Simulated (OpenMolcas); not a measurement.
# Gd³⁺ among point charges: CASSCF levels and susceptibility

How does a field of 6 point charges split the states of Gd³⁺, and what χT follows?

Method: state-averaged CASSCF, spin-orbit coupling by RASSI with atomic mean-field integrals. Code: OpenMolcas 26.06.

## 1. Starting point

```
Species                           : Gd³⁺ (gadolinium, Z = 64, 61 electrons)
Basis                             : ANO-RCC-VDZP [7s6p4d2f1g], 68 functions
Scalar Hamiltonian                : DKH2, point nucleus
Inactive shells                   : 1s 2s 2p 3s 3p 3d 4s 4p 4d 5s 5p
Active space                      : 7 electrons in 7 orbitals (4f)
Some configurations of this space : 4f7
Orbitals                          : optimised for the highest spin of each parity, averaged over all roots
```

The outer shells:

4f7
```
4f [↑ ][↑ ][↑ ][↑ ][↑ ][↑ ][↑ ]
```

The ion sits among 6 point charges of -1.5 e arranged as a trigonal antiprism (D3d), 2.36 Å from the ion, with a polar angle of 59.1° against the regular 54.74°.

The work runs as a chain of OpenMolcas steps in one folder; each step below is one input file. Labels, J, g values, rates, χT and fits are worked out afterwards by a script from the matrices that RASSI stores. The input lists half of the charges; inversion (Group=XYZ) makes the rest.

## 2. GATEWAY and SEWARD: basis and integrals

a.inp

```
&GATEWAY
Coord
1

Gd 0.0 0.0 0.0
Basis=ANO-RCC-VDZP
Group=XYZ
NoMove
AngMom=0.0 0.0 0.0
AMFI
XField
3 Angstrom 0
0.000000 2.025339 1.211446 -1.500000
1.753995 -1.012669 1.211446 -1.500000
1.753995 1.012669 -1.211446 -1.500000
&SEWARD
```

On the command line:

```
> OMP_NUM_THREADS=1 MOLCAS_MEM=2252 MOLCAS_PROJECT=a pymolcas a.inp > a.log
```

## 3. Reference wave functions, octets of odd parity, 1 root

a.inp

```
&RASSCF
FileOrb=start.orb
Symmetry=2
Spin=8
nActEl=7 0 0
Inactive=15 12
Ras2=0 7
CIRoot=1 1 1
SDav=1
CIMx=300
Iter=120 100
PrWF=0.3
OrbListing=Nothing
MaxOrb=0
>>> COPY $Project.JobIph JOB001
```

start.orb holds the contracted functions of the basis, ordered by shell, or the orbitals of the step before.

## 4. Reference wave functions, sextets of odd parity, 48 roots

a.inp

```
&RASSCF
FileOrb=start.orb
Symmetry=2
Spin=6
nActEl=7 0 0
Inactive=15 12
Ras2=0 7
CIRoot=48 48 1
SDav=48
CIMx=300
Iter=120 100
PrWF=0.3
OrbListing=Nothing
MaxOrb=0
CIOnly
>>> COPY $Project.JobIph JOB002
```

## 5. State interaction with spin-orbit coupling

a.inp

```
&RASSI
NrOfJobIphs=2 1 16
1
1 2 3 4 5 6 7 8 9 10 11 12 13 14 15 16
IphNames
JOB001
JOB002
EJob
SpinOrbit
DIPRint=1.0
SOCoupling=1000.0
Subsets=2
Property=9
'ANGMOM' 1 'ANGMOM' 2 'ANGMOM' 3 'MLTPL  1' 1 'MLTPL  1' 2 'MLTPL  1' 3
'AMFI' 1 'AMFI' 2 'AMFI' 3
SOProperty=3
'ANGMOM' 1 'ANGMOM' 2 'ANGMOM' 3
```

What does the calculation give? Wanted: spin-free ground state; lowest level; next level.

As calculated:

| quantity | value |
| --- | --- |
| method | CASSCF |
| spin-free ground state | 8A1, 1-fold in its orbital part |
| lowest level | 2-fold E1/2, g = 2.00, 7.99, 7.99 |
| next level | 1.3 cm⁻¹ |
| χT at 300 K | 7.85 cm³ K/mol |
| effective moment at 300 K | 7.92 μB |

The spin-free ground state (8A1) comes to 100 % from free-ion S terms and keeps the highest spin of the shell. The sextets rest on orbitals optimised for another spin in at least one step, which raises them against the optimised states. Not all states of the active space went into the spin-orbit step. Terms of lower spin are left out of the spin-orbit mixing, so the small splitting that they give the half-filled shell's ground term is missing or unsound. High states of lower spin are left out of the spin-orbit mixing, and CASSCF puts spin-flip levels too high. Point charges carry no covalency, so the field is a model and not that of real ligands.
